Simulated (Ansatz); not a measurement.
# Sn2H6Pt: the cost of one run

Method: DFT PBE, scalar-relativistic, plane waves, PAW, in Ansatz 0.2.0.

**1. The starting structure**

It takes space group Fm-3m (No. 225, cubic). The conventional cell has a = 8.485 Å, b = 8.485 Å, c = 8.485 Å, α = 90.00°, β = 90.00°, γ = 90.00°. Sn (site symmetry -43m) has 12 H at 3.00 Å as nearest neighbours. H (site symmetry 4mm) has 1 Pt at 2.12 Å and 4 Sn at 3.00 Å as nearest neighbours. Pt (site symmetry m-3m) is surrounded by 6 H at 2.12 Å.

Structure file:

```
CELL_PARAMETERS angstrom
0.00000 4.24235 4.24235
4.24235 0.00000 4.24235
4.24235 4.24235 0.00000
ATOMIC_POSITIONS crystal
Sn 0.25000 0.25000 0.25000
Sn 0.75000 0.75000 0.75000
H 0.75000 0.25000 0.25000
H 0.25000 0.75000 0.75000
H 0.25000 0.75000 0.25000
H 0.75000 0.25000 0.75000
H 0.25000 0.25000 0.75000
H 0.75000 0.75000 0.25000
Pt 0.00000 0.00000 0.00000
```

The cell is invented: ordered vacancies on the cation sites of perovskite (Fm-3m, No. 225). The dimensions are guesses.

**2. The guess as it stands, on a coarse mesh**

input.yaml reads:

```yaml
crystal:
  lattice:
    - [0.0, 4.24234835, 4.24234835]
    - [4.24234835, 0.0, 4.24234835]
    - [4.24234835, 4.24234835, 0.0]
  atoms:
    - { symbol: Sn, position: [0.25, 0.25, 0.25] }
    - { symbol: Sn, position: [0.75, 0.75, 0.75] }
    - { symbol: H, position: [0.75, 0.25, 0.25] }
    - { symbol: H, position: [0.25, 0.75, 0.75] }
    - { symbol: H, position: [0.25, 0.75, 0.25] }
    - { symbol: H, position: [0.75, 0.25, 0.75] }
    - { symbol: H, position: [0.25, 0.25, 0.75] }
    - { symbol: H, position: [0.75, 0.75, 0.25] }
    - { symbol: Pt, position: [0.0, 0.0, 0.0] }
basis:
  ecutwfc: 420
kpoints:
  mp_grid: { grid: [4, 4, 4] }
hamiltonian:
  xc: pbe
scf:
  occupations: { method: gaussian, width: 0.1 }
  lower_state_search: "off"
output:
  forces: true
  stress: true
  eigenvalues: true
```

Launch:

```bash
$ ansatz run input.yaml --threads 1 --pin off --max-ram 2048MiB --backend cpu --events-out ev --progress --plain --runs-dir out
```

**Question.** How long does this run take on 1 thread of Intel Xeon 6975P-C (Granite Rapids), shared host, and how much memory does it need?

About 1.8 s, with a peak of 0.47 GiB.
